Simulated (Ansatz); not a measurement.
# Os: the cost of one run

Program: Ansatz 0.2.0. Level of theory: DFT PBEsol, scalar-relativistic, plane waves, PAW. These are calculated values, not measurements.

This is Os in the fcc structure; at room conditions it is hcp.

## (1) The starting structure

Symmetry: Fm-3m, No. 225, cubic system. Conventional cell: a = 3.890 Å, b = 3.890 Å, c = 3.890 Å, α = 90.00°, β = 90.00°, γ = 90.00°. Os (site symmetry m-3m) is surrounded by 12 Os at 2.75 Å.

Coordinates:

```xyz
1
Lattice="0.0000 1.9450 1.9450 1.9450 0.0000 1.9450 1.9450 1.9450 0.0000" Properties=species:S:1:pos:R:3 pbc="T T T"
Os    0.0000    0.0000    0.0000
```

The cell is taken as given, not relaxed at this level.

## (2) The reference: the undisturbed cell on the scan's mesh

The input, input.yaml:

```yaml
crystal:
  lattice:
    - [0.0, 1.945, 1.945]
    - [1.945, 0.0, 1.945]
    - [1.945, 1.945, 0.0]
  atoms:
    - { symbol: Os, position: [0.0, 0.0, 0.0] }
basis:
  ecutwfc: 420
kpoints:
  mp_grid: { grid: [20, 20, 20] }
hamiltonian:
  xc: pbesol
scf:
  occupations: { method: gaussian, width: 0.15 }
output:
  forces: true
  stress: true
  eigenvalues: true
```

Started as:

```console
ansatz run input.yaml --threads 1 --pin off --max-ram 2560MiB --backend cpu --events-out ev --progress --plain --runs-dir out
```

**Question.** How long does this run take on 1 thread of Arm Neoverse V1, shared host, and how much memory does it need?

About 2.8 s, with a peak of 0.31 GiB.
